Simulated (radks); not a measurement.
**Tb⁺ in [Kr] 4d10 4f9 5s1 5p6 6s1 7s1: an all-electron calculation**

Aim: the levels, the sizes of the orbitals and the parts of the energy of the terbium ion Tb+.

Method: scalar-relativistic Kohn-Sham, XLYP, spin-polarised, spherical densities, point nucleus; open shells are filled with parallel spins first. Code: radks (a radial shooting solver on a logarithmic mesh, Libxc functionals) version 1.

**1. The system**

```
element       : terbium (Z = 65)
charge        : +1
electrons     : 64
configuration : [Kr] 4d10 4f9 5s1 5p6 6s1 7s1
```

The outer shells:

Tb⁺
```
[Kr] core
4d [↑↓][↑↓][↑↓][↑↓][↑↓]
4f [↑↓][↑↓][↑ ][↑ ][↑ ][↑ ][↑ ]
5s [↑ ]
5p [↑↓][↑↓][↑↓]
6s [↑ ]
7s [↑ ]
```

**2. Self-consistent calculation**

Settings of this run:

```text
Z 65
configuration [Kr] 4d10 4f9 5s1 5p6 6s1 7s1 6p0
relativity scalar-relativistic
functional xlyp
spin polarised
nucleus point
c 137.035999084
```

The run is started by

```console
> python run_ks.py task.json out
```

The same process makes all the runs of this session.

Q: Predict the outcome of this run.

**Answer**, as computed:

| quantity | value |
| --- | --- |
| total energy | -11708.5587 hartree |
| exchange-correlation share of it | 2.20 % |
| −T/E | 1.0764 |
| highest occupied level | 7s up, -4.625 eV |
| most extended occupied level | 7s up, <r> = 7.23 bohr |
| radius at density 0.001 e/bohr³ | 4.24 bohr |
| maxima of the radial density | 5 |

**Reading.** 7 principal shells are occupied and 5 maxima appear in the radial density; where shells overlap, one shows as a shoulder or not at all. −T/E is 1.076: with relativity the kinetic term as defined here no longer equals −E. This is not the tabulated ground configuration, so its levels and sizes aren't those of the ground state, and no measured value stands beside it.
